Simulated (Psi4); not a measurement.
# InHF (SMILES [F][InH]) at UM06-L/def2-TZVPP (core potential)

What is the vertical ionisation energy of InHF at UM06-L/def2-TZVPP (core potential)? 

Program for the calculation: Psi4 1.11.

1 further run of the same task is left out (set aside as unsound or not needed).

### 1 The system as given

InHF: 3 atoms, total charge 0, spin state doublet. SMILES: `[F][InH]`. Geometry: relaxed at PBE0-D4/def2-TZVP.

Bond lengths: F1–In2 1.970 Å, In2–H3 1.779 Å. Angles: F1–In2–H3 113.8°.

### 2 Energy and forces at UM06-L/def2-TZVPP (core potential)

Input file input.in:

```
memory 1600 mb

molecule m {
  0 2
  F
  In 1 1.969612
  H 2 1.778748 1 113.7635
  units angstrom
  symmetry c1
}

set {
  basis def2-TZVPP
  reference uks
  puream true
  e_convergence 1e-09
  d_convergence 1e-08
  scf_type pk
  dft_radial_points 99
  dft_spherical_points 590
  maxiter 200
}

energy_value, wavefunction = gradient("m06-l", return_wfn=True)
oeprop(wavefunction, "WIBERG_LOWDIN_INDICES", "MULLIKEN_CHARGES", "LOWDIN_CHARGES", title="M06-L")
```

Command:

```sh
$ psi4 -n 1 input.in input.out
```

input.out:

```text
[...]
    !!!  WARNING: ECP capability is in beta. Please check occupations closely.  !!!
[...]
  Running in c1 symmetry.
[...]
  Nuclear repulsion =   58.542469767678860
[...]
  Multiplicity = 2
[...]
  Nalpha       = 16
  Nbeta        = 15
[...]
    Number of basis functions: 95
[...]
   @UKS iter   1:  -290.52981812312834   -8.83831e-01   8.09516e-03 DIIS/ADIIS
[...]
   @UKS iter  14:  -290.74120453271229   -1.93268e-12   2.52213e-09 DIIS
[...]
   @S^2 Observed:                7.546826340E-01
[...]
    Orbital Energies [Eh]
    ---------------------
    Alpha Occupied:
       1A    -24.417567     2A     -4.591386     3A     -3.014251
       4A     -3.006320     5A     -3.002614     6A     -1.070899
       7A     -0.724251     8A     -0.721435     9A     -0.718351
      10A     -0.715888    11A     -0.710942    12A     -0.395934
      13A     -0.324723    14A     -0.308899    15A     -0.303535
      16A     -0.195846
    Alpha Virtual:
      17A     -0.081489    18A     -0.013664    19A      0.034344
      20A      0.059973    21A      0.066416    22A      0.087407
      23A      0.148454    24A      0.163886    25A      0.172860
[...]
  @UKS Final Energy:  -290.74120453271229
   => Energetics <=
    Nuclear Repulsion Energy =             58.5424697676788597
    One-Electron Energy =                -592.5537503013302967
    Two-Electron Energy =                 271.0016286369550471
    DFT Exchange-Correlation Energy =     -27.7315526360159268
    Empirical Dispersion Energy =           0.0000000000000000
    VV10 Nonlocal Energy =                  0.0000000000000000
    Total Energy =                       -290.7412045327122883
[...]
 Multipole Moments:
 ------------------------------------------------------------------------------------
     Multipole            Electronic (a.u.)      Nuclear  (a.u.)        Total (a.u.)
 ------------------------------------------------------------------------------------
 L = 1.  Multiply by 2.5417464519 to convert [e a0] to [Debye]
 Dipole X            :         -2.5187605            2.3639344           -0.1548261
 Dipole Y            :        -17.3053939           16.2089026           -1.0964913
 Dipole Z            :         -0.0000006            0.0000000           -0.0000006
 Magnitude           :                                                    1.1073682
[...]
  -Total Gradient:
     Atom            X                  Y                   Z
    ------   -----------------  -----------------  -----------------
       1       -0.000294121318    -0.007673816551     0.000000007601
       2        0.004984843950     0.005305553183    -0.000000011002
       3       -0.004711560057     0.001699466162     0.000000003355
[...]
  Mulliken Charges: (a.u.)
   Center  Symbol    Alpha    Beta     Spin     Total
       1     F     4.79630  4.72336  0.07294 -0.51967
       2    IN    10.47224  9.85625  0.61600  0.67151
       3     H     0.73146  0.42039  0.31107 -0.15185
   Total alpha = 16.00000, Total beta = 15.00000, Total charge =  0.00000
  Lowdin Charges: (a.u.)
   Center  Symbol    Alpha    Beta     Spin     Total
       1     F     4.68875  4.61200  0.07675 -0.30076
       2    IN    10.63810  9.91134  0.72676  0.45056
       3     H     0.67315  0.47666  0.19649 -0.14981
[...]
```

It took 37 s on 1 thread of Intel Xeon at 2.60GHz (Ice Lake), shared host; peak memory 0.83 GiB.

### 3 The singlet cation: a single-point energy at M06-L/def2-TZVPP (core potential)

Input file job.py:

```python
import psi4

psi4.set_memory(1600000000)
psi4.set_num_threads(1)
psi4.set_output_file('fhin.out', False)

molecule = psi4.geometry("""
1 1
F      2.05677791     1.86988400     1.31203685
In    -0.98738190     0.67104175    -0.46260496
H     -1.09018300    -2.66338000    -0.87456525
units bohr
symmetry c1
""")

options = {'puream': True, 'e_convergence': 1e-09, 'd_convergence': 1e-08, 'scf_type': 'pk', 'dft_radial_points': 99, 'dft_spherical_points': 590}
psi4.set_options(options)

energy_value, wavefunction = psi4.energy("m06-l/def2-TZVPP", return_wfn=True)
psi4.oeprop(wavefunction, "WIBERG_LOWDIN_INDICES", "MULLIKEN_CHARGES", "LOWDIN_CHARGES")
print('E =', round(energy_value, 9))
for k, v in sorted(psi4.core.scalar_variables().items()):
    print(f'{k:45s} {v:18.10f}')
```

Command:

```sh
$ python job.py
```

fhin.out:

```text
[...]
    !!!  WARNING: ECP capability is in beta. Please check occupations closely.  !!!
[...]
  Running in c1 symmetry.
[...]
  Nuclear repulsion =   58.542473716129464
[...]
  Multiplicity = 1
[...]
  Nalpha       = 15
  Nbeta        = 15
[...]
    Number of basis functions: 95
[...]
   @RKS iter   1:  -290.25927297413887   -6.13952e-01   7.42194e-03 ADIIS/DIIS
[...]
   @RKS iter  13:  -290.42804485455866   -5.91172e-12   5.42275e-09 DIIS
[...]
    Orbital Energies [Eh]
    ---------------------
    Doubly Occupied:
       1A    -24.672325     2A     -4.890245     3A     -3.311729
       4A     -3.308369     5A     -3.298214     6A     -1.310987
       7A     -1.020243     8A     -1.018323     9A     -1.012101
      10A     -1.010654    11A     -1.003662    12A     -0.645360
      13A     -0.563969    14A     -0.544026    15A     -0.540599
[...]
  @RKS Final Energy:  -290.42804485455866
   => Energetics <=
    Nuclear Repulsion Energy =             58.5424737161294644
    One-Electron Energy =                -583.9669239264974294
    Two-Electron Energy =                 262.4453008029324792
    DFT Exchange-Correlation Energy =     -27.4488954471232454
    Empirical Dispersion Energy =           0.0000000000000000
    VV10 Nonlocal Energy =                  0.0000000000000000
    Total Energy =                       -290.4280448545586637
[...]
 Multipole Moments:
 ------------------------------------------------------------------------------------
     Multipole            Electronic (a.u.)      Nuclear  (a.u.)        Total (a.u.)
 ------------------------------------------------------------------------------------
 L = 1.  Multiply by 2.5417464519 to convert [e a0] to [Debye]
 Dipole X            :        -17.8491423           16.1020079           -1.7471344
 Dipole Y            :         -3.3478575            3.0069949           -0.3408626
 Dipole Z            :         -0.0000000           -0.0000000           -0.0000000
 Magnitude           :                                                    1.7800747
[...]
  Mulliken Charges: (a.u.)
   Center  Symbol    Alpha    Beta     Spin     Total
       1     F     4.68005  4.68005  0.00000 -0.36009
       2    IN     9.88259  9.88259  0.00000  1.23481
       3     H     0.43736  0.43736  0.00000  0.12528
   Total alpha = 15.00000, Total beta = 15.00000, Total charge =  1.00000
  Lowdin Charges: (a.u.)
   Center  Symbol    Alpha    Beta     Spin     Total
       1     F     4.58587  4.58587  0.00000 -0.17173
       2    IN     9.91412  9.91412  0.00000  1.17176
       3     H     0.50001  0.50001  0.00000 -0.00003
[...]
```

Standard output:

```text
E = -290.428044855
CURRENT ENERGY                                   -290.4280448546
CURRENT REFERENCE ENERGY                         -290.4280448546
DD SOLVATION ENERGY                                 0.0000000000
DFT FUNCTIONAL TOTAL ENERGY                      -290.4280448546
DFT TOTAL ENERGY                                 -290.4280448546
DFT VV10 ENERGY                                     0.0000000000
DFT XC ENERGY                                     -27.4488954471
GRID ELECTRONS ALPHA                               15.0000000318
GRID ELECTRONS BETA                                15.0000000318
GRID ELECTRONS TOTAL                               30.0000000635
NUCLEAR REPULSION ENERGY                           58.5424737161
ONE-ELECTRON ENERGY                              -583.9669239265
PCM POLARIZATION ENERGY                             0.0000000000
PE ENERGY                                           0.0000000000
SCF ITERATION ENERGY                             -290.4280448546
SCF ITERATIONS                                     13.0000000000
SCF TOTAL ENERGY                                 -290.4280448546
TWO-ELECTRON ENERGY                               262.4453008029
XC GRID RADIAL POINTS                              99.0000000000
XC GRID SPHERICAL POINTS                          590.0000000000
XC GRID TOTAL POINTS                           168786.0000000000
```

It took 20 s on 1 thread of Intel Xeon at 2.60GHz (Ice Lake), shared host; peak memory 0.82 GiB.

### 4 What came out

Level: UM06-L/def2-TZVPP (core potential).

```
                                          quantity          value
                        doublet InHF: total energy  -290.74120 Eh
                       doublet InHF: dipole moment         2.81 D
  doublet InHF: HOMO energy (highest over α and β)       -5.33 eV
   doublet InHF: LUMO energy (lowest over α and β)       -4.35 eV
                                doublet InHF: ⟨S²⟩          0.755
            doublet InHF: largest force on an atom     0.395 eV/Å
                      singlet cation: total energy  -290.42804 Eh
                       singlet cation: HOMO energy      -14.71 eV
                       singlet cation: LUMO energy      -11.65 eV
                     singlet cation: HOMO–LUMO gap        3.06 eV
vertical ionisation energy (to the singlet cation)       8.522 eV
```

Removing an electron at fixed nuclei costs 8.52 eV (822 kJ/mol). The largest force (doublet InHF) is 0.39 eV/Å: the shape isn't a stationary point for this species at this level. Only the singlet of the ionised species was computed; a triplet could lie lower. Mulliken charges (doublet InHF) run from -0.52 on F1 to +0.67 on In2; they depend strongly on the basis. Mulliken charges (singlet cation) run from -0.36 on F1 to +1.23 on In2; they depend strongly on the basis.
